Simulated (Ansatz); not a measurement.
# Ti: stress in a strained cell

Aim: deform Ti (equal xy, yz and zx engineering shear strains of +1 %) and compute stress, forces and field gradients with LAPW, PAW and all-electron datasets made for the crystal.

Program: Ansatz 0.2.0. Level of theory: DFT PBEsol, scalar-relativistic. These are calculated values, not measurements.

## Step 1: The system as given

The structure is cubic, space group Im-3m (No. 229). The conventional cell has a = 3.282 Å, b = 3.282 Å, c = 3.282 Å, α = 90.00°, β = 90.00°, γ = 90.00°. Ti (site symmetry m-3m) is surrounded by 8 Ti at 2.84 Å.

Coordinates:

```
Ti
1.0
    -1.64100    1.64100    1.64100
     1.64100   -1.64100    1.64100
     1.64100    1.64100   -1.64100
Ti
1
Direct
  0.00000 0.00000 0.00000
```

## Step 2: After the deformation

Space group Im-3m before, R-3m after.

## Step 3: LAPW, all electrons

The input, input.yaml:

```yaml
crystal:
  lattice:
    - [-1.62459, 1.641, 1.641]
    - [1.641, -1.62459, 1.641]
    - [1.641, 1.641, -1.62459]
  atoms:
    - { symbol: Ti, position: [0.0, 0.0, 0.0] }
kpoints:
  mp_grid: { grid: [14, 14, 14] }
  band_path:
    path:
      - [0.0, 0.0, 0.0]
      - [0.0, 0.0, 0.5]
      - [-0.5, 0.5, 0.5]
      - [-0.7474684983, 0.2525315017, 0.2525315017]
      - [0.2525315017, 0.2525315017, 0.2525315017]
      - [0.0, 0.0, 0.0]
      - [-0.5, 0.0, 0.5]
    npoints: 5
scf:
  occupations: { method: fermi_dirac, width: 0.05 }
hamiltonian:
  xc: pbesol
  pseudopotentials: { kind: all_electron, lapw: { basis_error: 0.00025 } }
output:
  forces: true
  stress: true
  eigenvalues: true
```

Run with:

```console
> ansatz run input.yaml --threads 1 --pin off --max-ram 3072MiB --backend cpu --events-out ev --progress --plain --runs-dir out
```

## Step 4: PAW with frozen cores

The input, input.yaml:

```yaml
crystal:
  lattice:
    - [-1.62459, 1.641, 1.641]
    - [1.641, -1.62459, 1.641]
    - [1.641, 1.641, -1.62459]
  atoms:
    - { symbol: Ti, position: [0.0, 0.0, 0.0] }
kpoints:
  mp_grid: { grid: [14, 14, 14] }
scf:
  occupations: { method: fermi_dirac, width: 0.05 }
hamiltonian:
  xc: pbesol
  pseudopotentials: { kind: paw }
output:
  forces: true
  stress: true
  eigenvalues: true
  efg: { contact_densities: true }
```

## Step 5: Datasets made for this crystal

Edit input.yaml of step 4 so:

```diff
@@ -13,3 +13,3 @@
   xc: pbesol
-  pseudopotentials: { kind: paw }
+  pseudopotentials: { kind: all_electron, datasets: crystal }
 output:
```

(Steps that only read results are left out.)

What does the calculation give? Wanted: pressure; largest shear or deviatoric stress.

As calculated:

```
                                 quantity                                              value
                                 pressure  LAPW -6.66, PAW -6.66, crystal datasets -6.66 GPa
largest shear or deviatoric stress (LAPW)                                           0.38 GPa
```

**Reading.** The largest part of the stress beyond the pressure is 0.38 GPa in size. No run of the undeformed cell stands beside it, so the pressure holds what the given cell had before the change. PAW: stress within 0.01 GPa of LAPW. Crystal datasets: stress within 0.01 GPa of LAPW.
